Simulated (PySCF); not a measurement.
# C₅H₆O₃Si: vibronic structure

What do calculations give for the vibronic structure of C₅H₆O₃Si (`C#C[Si@@H](O)O/C=C\C=O`)?

Programs: PySCF 2.14.0, with routines of our own; each step states its level. All values are computed. Atoms count from 0.

### Step 1. The system as given

15 atoms, charge 0, multiplicity 1; geometry from: GFN2-xTB.

### Step 2. Vibronic structure: TDA PBE0/6-31G*

The job: settings as JSON, then the geometry in Å.

```
{"job": {"kind": "vib", "xc": "PBE0", "basis": "6-31G*", "tda": true}, "charge": 0, "multiplicity": 1}
C      3.312259     1.100086     0.354694
C      2.502991     0.422668    -0.220507
Si     1.249935    -0.599506    -1.125559
O      1.352018    -2.163600    -0.693285
O     -0.236855    -0.085761    -0.679636
C     -1.175671    -0.581354     0.111570
C     -2.314849     0.065796     0.401675
C     -2.628020     1.386830    -0.109055
O     -3.649969     1.993811     0.108499
H      4.018808     1.693820     0.860237
H      1.265997    -0.397462    -2.564164
H      2.150856    -2.672297    -0.789997
H     -0.979566    -1.570048     0.516085
H     -3.043450    -0.406634     1.041483
H     -1.828897     1.821641    -0.739606
```

With the program's defaults for keys left out, this is: TDA PBE0/6-31G* vertical-gradient vibronic structure (displaced harmonic oscillators, Condon), gas phase.

Run with:

```
$ OMP_NUM_THREADS=1 python excited_run.py task.json out
```

This one command runs all jobs of the session in turn.

The program printed:

```text
final grid: 62688 points
cycle   1  E = -708.3925865869  dE =  1.594e+00  |g| = 1.144e+00  |ddm| = 3.977e+00
cycle   2  E = -707.8279196971  dE =  5.647e-01  |g| = 1.998e+00  |ddm| = 3.025e+00
cycle   3  E = -708.6353008662  dE = -8.074e-01  |g| = 3.410e-01  |ddm| = 2.382e+00
cycle   4  E = -708.6586725156  dE = -2.337e-02  |g| = 1.139e-01  |ddm| = 3.944e-01
cycle   5  E = -708.6607969799  dE = -2.124e-03  |g| = 3.907e-02  |ddm| = 1.131e-01
cycle   6  E = -708.6611221223  dE = -3.251e-04  |g| = 1.586e-02  |ddm| = 4.462e-02
cycle   7  E = -708.6611830222  dE = -6.090e-05  |g| = 5.264e-03  |ddm| = 1.524e-02
cycle   8  E = -708.6611890345  dE = -6.012e-06  |g| = 1.547e-03  |ddm| = 5.006e-03
cycle   9  E = -708.6611894927  dE = -4.582e-07  |g| = 6.984e-04  |ddm| = 1.749e-03
cycle  10  E = -708.6611896100  dE = -1.173e-07  |g| = 1.326e-04  |ddm| = 8.074e-04
cycle  11  E = -708.6611896132  dE = -3.173e-09  |g| = 6.629e-05  |ddm| = 1.768e-04
cycle  12  E = -708.6611896141  dE = -8.645e-10  |g| = 1.333e-05  |ddm| = 5.659e-05
converged SCF energy = -708.6611896141

Singlet excitations (eV, f): 3.715 (0.0001)  5.553 (0.0013)  5.699 (0.0688)  5.850 (0.0027)  5.950 (0.0077)  6.146 (0.0003)

State S1  3.7146 eV  f = 0.00007  H->L 0.94
  relaxed dipole 4.020 D, largest gradient of the excitation energy 0.0907 Eh/bohr
  mode    cm-1        S   lambda/meV  Raman
   32   1734.7    0.7770     167.1   1.000
   27   1157.9    0.3927      56.4   0.225
   31   1631.0    0.2304      46.6   0.262
   26   1072.2    0.0834      11.1   0.041
   13    417.6    0.1257       6.5   0.009
   30   1397.7    0.0314       5.4   0.026
   28   1282.3    0.0242       3.9   0.017
    4    115.2    0.2324       3.3   0.001
    3     78.7    0.2649       2.6   0.001
    6    151.8    0.1192       2.2   0.001
   12    365.3    0.0426       1.9   0.002
   14    617.0    0.0233       1.8   0.004
  reorganisation energy 0.3163 eV, total S 2.473, 0-0 3.3982 eV
  absorption maximum 3.618 eV, width 0.472 eV

State S3  5.6993 eV  f = 0.06877  H-1->L+1 0.80, H-1->L 0.18
  relaxed dipole 8.224 D, largest gradient of the excitation energy 0.1554 Eh/bohr
  mode    cm-1        S   lambda/meV  Raman
   22    819.3    5.4299     551.6   1.000
   31   1631.0    1.0157     205.4   0.741
   28   1282.3    1.0510     167.1   0.474
    6    151.8    8.4363     158.8   0.053
   10    313.4    3.5493     137.9   0.096
    4    115.2    7.2196     103.1   0.026
   19    703.8    1.0808      94.3   0.147
    3     78.7    9.4344      92.1   0.016
   33   2214.9    0.3117      85.6   0.420
    9    287.1    2.2668      80.7   0.051
   26   1072.2    0.5937      78.9   0.187
   12    365.3    1.2828      58.1   0.047
  reorganisation energy 2.0204 eV, total S 43.880, 0-0 3.6789 eV

State T1  3.1373 eV  f = 0.00000  H->L 0.91
  relaxed dipole 3.803 D, largest gradient of the excitation energy 0.0888 Eh/bohr
  mode    cm-1        S   lambda/meV  Raman
   32   1734.7    0.9473     203.7   1.000
   27   1157.9    0.2881      41.4   0.136
   31   1631.0    0.1735      35.1   0.162
   26   1072.2    0.0476       6.3   0.019
   30   1397.7    0.0345       6.0   0.024
   28   1282.3    0.0293       4.7   0.017
    4    115.2    0.2048       2.9   0.001
   35   2776.8    0.0071       2.4   0.019
   19    703.8    0.0228       2.0   0.004
    3     78.7    0.1812       1.8   0.000
   13    417.6    0.0268       1.4   0.002
   12    365.3    0.0254       1.2   0.001
  reorganisation energy 0.3149 eV, total S 2.131, 0-0 2.8224 eV
  absorption maximum 3.040 eV, width 0.466 eV
```

Run time: 32 s. Hardware: 1 thread of Arm Neoverse V2, shared host; peak memory 0.8 GiB.

### Step 3. Vibronic structure: TDA X3LYP/6-31G

Settings changed since step 2:

```diff
@@ -1,2 +1,2 @@
-{"job": {"kind": "vib", "xc": "PBE0", "basis": "6-31G*", "tda": true}, "charge": 0, "multiplicity": 1}
+{"job": {"kind": "vib", "xc": "X3LYP", "basis": "6-31G", "tda": true, "nstates": 10, "grid": 2}, "charge": 0, "multiplicity": 1}
 C      3.312259     1.100086     0.354694
```

With the program's defaults for keys left out, this is: TDA X3LYP/6-31G vertical-gradient vibronic structure (displaced harmonic oscillators, Condon), gas phase.

The program printed:

```text
coarse grid: 14032 points
cycle   1  E = -708.6509472832  dE =  1.796e+00  |g| = 1.223e+00  |ddm| = 4.104e+00
cycle   2  E = -707.7687505679  dE =  8.822e-01  |g| = 2.360e+00  |ddm| = 4.375e+00
cycle   3  E = -708.9305535966  dE = -1.162e+00  |g| = 4.118e-01  |ddm| = 3.535e+00
cycle   4  E = -708.9648264267  dE = -3.427e-02  |g| = 1.477e-01  |ddm| = 5.699e-01
cycle   5  E = -708.9683157442  dE = -3.489e-03  |g| = 5.586e-02  |ddm| = 1.677e-01
cycle   6  E = -708.9690320586  dE = -7.163e-04  |g| = 2.130e-02  |ddm| = 6.948e-02
cycle   7  E = -708.9691426693  dE = -1.106e-04  |g| = 7.050e-03  |ddm| = 2.114e-02
cycle   8  E = -708.9691526519  dE = -9.983e-06  |g| = 2.703e-03  |ddm| = 9.009e-03
final grid: 133824 points
cycle   9  E = -708.8845001406  dE = -5.693e-06  |g| = 7.512e-03  |ddm| = 2.124e-02
cycle  10  E = -708.8844565883  dE =  4.355e-05  |g| = 1.582e-02  |ddm| = 2.272e-02
cycle  11  E = -708.8845133171  dE = -5.673e-05  |g| = 1.736e-03  |ddm| = 1.569e-02
cycle  12  E = -708.8845140139  dE = -6.968e-07  |g| = 5.484e-04  |ddm| = 2.040e-03
cycle  13  E = -708.8845140945  dE = -8.066e-08  |g| = 9.379e-05  |ddm| = 6.227e-04
cycle  14  E = -708.8845140962  dE = -1.615e-09  |g| = 4.420e-05  |ddm| = 1.265e-04
cycle  15  E = -708.8845140965  dE = -3.358e-10  |g| = 2.286e-05  |ddm| = 5.656e-05
converged SCF energy = -708.8845140965

Singlet excitations (eV, f): 3.597 (0.0001)  5.107 (0.0007)  5.325 (0.0270)  5.533 (0.0017)  5.709 (0.0023)  6.147 (0.6248)  6.217 (0.0063)  6.517 (0.0079)  6.637 (0.0008)  6.968 (0.0002)

State S1  3.5973 eV  f = 0.00008  H->L 0.93
  relaxed dipole 4.975 D, largest gradient of the excitation energy 0.0845 Eh/bohr
  mode    cm-1        S   lambda/meV  Raman
   32   1734.7    0.6714     144.4   1.000
   27   1157.9    0.3410      49.0   0.226
   31   1631.0    0.2170      43.9   0.286
   26   1072.2    0.0720       9.6   0.041
   13    417.6    0.1211       6.3   0.010
    6    151.8    0.2333       4.4   0.003
   28   1282.3    0.0255       4.1   0.021
   12    365.3    0.0855       3.9   0.006
   30   1397.7    0.0185       3.2   0.018
    4    115.2    0.1887       2.7   0.001
   19    703.8    0.0217       1.9   0.005
   14    617.0    0.0221       1.7   0.004
  reorganisation energy 0.2838 eV, total S 2.317, 0-0 3.3135 eV
  absorption maximum 3.534 eV, width 0.470 eV

State S3  5.3246 eV  f = 0.02703  H-1->L+1 0.85, H-1->L 0.14
  relaxed dipole 8.201 D, largest gradient of the excitation energy 0.1603 Eh/bohr
  mode    cm-1        S   lambda/meV  Raman
   22    819.3    5.8021     589.4   1.000
    6    151.8   11.4495     215.5   0.068
   31   1631.0    1.0366     209.6   0.708
   10    313.4    5.2973     205.9   0.134
   28   1282.3    1.1291     179.5   0.477
    4    115.2    8.1031     115.7   0.028
   12    365.3    2.2912     103.8   0.078
    3     78.7    9.6105      93.8   0.015
    9    287.1    2.4529      87.3   0.052
   16    667.6    0.9533      78.9   0.109
   26   1072.2    0.5927      78.8   0.175
   19    703.8    0.8437      73.6   0.107
  reorganisation energy 2.2953 eV, total S 52.131, 0-0 3.0293 eV

State S6  6.1472 eV  f = 0.62476  H-1->L 0.71, H-1->L+1 0.13
  relaxed dipole 9.711 D, largest gradient of the excitation energy 0.0470 Eh/bohr
  mode    cm-1        S   lambda/meV  Raman
   22    819.3    0.5069      51.5   1.000
   20    781.1    0.4197      40.6   0.752
    3     78.7    2.7947      27.3   0.051
   26   1072.2    0.1904      25.3   0.643
   31   1631.0    0.1092      22.1   0.854
   30   1397.7    0.0717      12.4   0.412
   12    365.3    0.2674      12.1   0.105
   32   1734.7    0.0531      11.4   0.469
   15    654.8    0.1304      10.6   0.164
    4    115.2    0.6632       9.5   0.026
   24    903.9    0.0660       7.4   0.159
   13    417.6    0.1328       6.9   0.068
  reorganisation energy 0.2776 eV, total S 6.234, 0-0 5.8696 eV
  absorption maximum 6.088 eV, width 0.406 eV

State T1  3.0492 eV  f = 0.00000  H->L 0.90
  relaxed dipole 4.743 D, largest gradient of the excitation energy 0.0839 Eh/bohr
  mode    cm-1        S   lambda/meV  Raman
   32   1734.7    0.8493     182.7   1.000
   27   1157.9    0.2481      35.6   0.130
   31   1631.0    0.1685      34.1   0.175
   26   1072.2    0.0419       5.6   0.019
   28   1282.3    0.0288       4.6   0.019
   30   1397.7    0.0238       4.1   0.018
   12    365.3    0.0623       2.8   0.003
    6    151.8    0.1372       2.6   0.001
    4    115.2    0.1639       2.3   0.001
   19    703.8    0.0250       2.2   0.005
   13    417.6    0.0262       1.4   0.002
  reorganisation energy 0.2868 eV, total S 2.009, 0-0 2.7625 eV
  absorption maximum 2.980 eV, width 0.464 eV
```

Wall time 40 s (1 thread of Arm Neoverse V2, shared host); peak memory 0.87 GiB.

### Step 4. What came out

| quantity | value |
| --- | --- |
| S1: vertical, reorganisation, 0-0, total S (step 2, TDA PBE0/6-31G*, modes from GFN2-xTB) | 3.71, 0.32, 3.40 eV; 2.5 |
| S3: vertical, reorganisation, 0-0, total S (step 2, TDA PBE0/6-31G*, modes from GFN2-xTB) | 5.70, 2.02, 3.68 eV; 43.9 |
| T1: vertical, reorganisation, 0-0, total S (step 2, TDA PBE0/6-31G*, modes from GFN2-xTB) | 3.14, 0.31, 2.82 eV; 2.1 |
| S1: vertical, reorganisation, 0-0, total S (step 3, TDA X3LYP/6-31G, modes from GFN2-xTB) | 3.60, 0.28, 3.31 eV; 2.3 |
| S3: vertical, reorganisation, 0-0, total S (step 3, TDA X3LYP/6-31G, modes from GFN2-xTB) | 5.32, 2.30, 3.03 eV; 52.1 |
| S6: vertical, reorganisation, 0-0, total S (step 3, TDA X3LYP/6-31G, modes from GFN2-xTB) | 6.15, 0.28, 5.87 eV; 6.2 |

In words: In steps 2, 3 the harmonic model is doubtful. Where the total S runs above about 15, the geometry moves far on excitation and the harmonic model is stretched, so its 0-0 value is in doubt. The vibronic model keeps the ground-state modes (from xTB) and shifts them along the gradient alone, so it can miss much of the relaxation that a full optimisation finds.
